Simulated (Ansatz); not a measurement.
# InSe: the cost of one run

Program: Ansatz 0.2.0. Level of theory: DFT PBE+D3(BJ), scalar-relativistic, plane waves, PAW. These are calculated values, not measurements.

**1. The structure to begin with**

It takes space group P6_3/mmc (No. 194, hexagonal). The conventional cell has a = 4.050 Å, b = 4.050 Å, c = 16.930 Å, α = 90.00°, β = 90.00°, γ = 120.00°. Around In (site symmetry 3m) lie 3 Se at 2.52 Å. Se (site symmetry 3m) is surrounded by 3 In at 2.52 Å.

As a file:

```cif
data_structure
_symmetry_space_group_name_H-M 'P 1'
_symmetry_Int_Tables_number 1
_cell_length_a 4.0500
_cell_length_b 4.0500
_cell_length_c 16.9300
_cell_angle_alpha 90.000
_cell_angle_beta 90.000
_cell_angle_gamma 120.000
_cell_volume 240.49
loop_
_atom_site_label
_atom_site_type_symbol
_atom_site_fract_x
_atom_site_fract_y
_atom_site_fract_z
_atom_site_occupancy
In1 In 0.33333 0.66667 0.15700 1
In2 In 0.66667 0.33333 0.65700 1
In3 In 0.33333 0.66667 0.34300 1
In4 In 0.66667 0.33333 0.84300 1
Se1 Se 0.33333 0.66667 0.60200 1
Se2 Se 0.66667 0.33333 0.10200 1
Se3 Se 0.33333 0.66667 0.89800 1
Se4 Se 0.66667 0.33333 0.39800 1
```

The structure rests on an entry of the Crystallography Open Database; cell or positions may have been set otherwise for this series.

**2. Relaxing cell and atoms: InSe, no spin**

Contents of input.yaml:

```yaml
crystal:
  lattice:
    - [4.05, 0.0, 0.0]
    - [-2.025, 3.5074028853, 0.0]
    - [0.0, 0.0, 16.93]
  atoms:
    - { symbol: In, position: [0.3333333333, 0.6666666667, 0.157] }
    - { symbol: In, position: [0.6666666667, 0.3333333333, 0.657] }
    - { symbol: In, position: [0.3333333333, 0.6666666667, 0.343] }
    - { symbol: In, position: [0.6666666667, 0.3333333333, 0.843] }
    - { symbol: Se, position: [0.3333333333, 0.6666666667, 0.602] }
    - { symbol: Se, position: [0.6666666667, 0.3333333333, 0.102] }
    - { symbol: Se, position: [0.3333333333, 0.6666666667, 0.898] }
    - { symbol: Se, position: [0.6666666667, 0.3333333333, 0.398] }
scf:
  occupations: { method: fixed }
output:
  forces: true
  stress: true
  eigenvalues: true
  write_density: true
  write_potential: true
  elf: true
  volumetric_format: npy
hamiltonian:
  xc: pbe
  dispersion: d3bj
relax:
  f_tol: 0.001
  max_steps: 60
  cell: { stress_tol: 0.03 }
kpoints:
  mp_grid: { grid: [10, 10, 3] }
```

Started as:

```console
$ ansatz run input.yaml --threads 8 --pin off --max-ram 20480MiB --backend cpu --events-out ev --progress --plain --runs-dir out
```

Q: Estimate wall time and peak memory on 8 threads of Intel Xeon Platinum 8488C (Sapphire Rapids), shared host.

About 29 s, with a peak of 1.3 GiB.
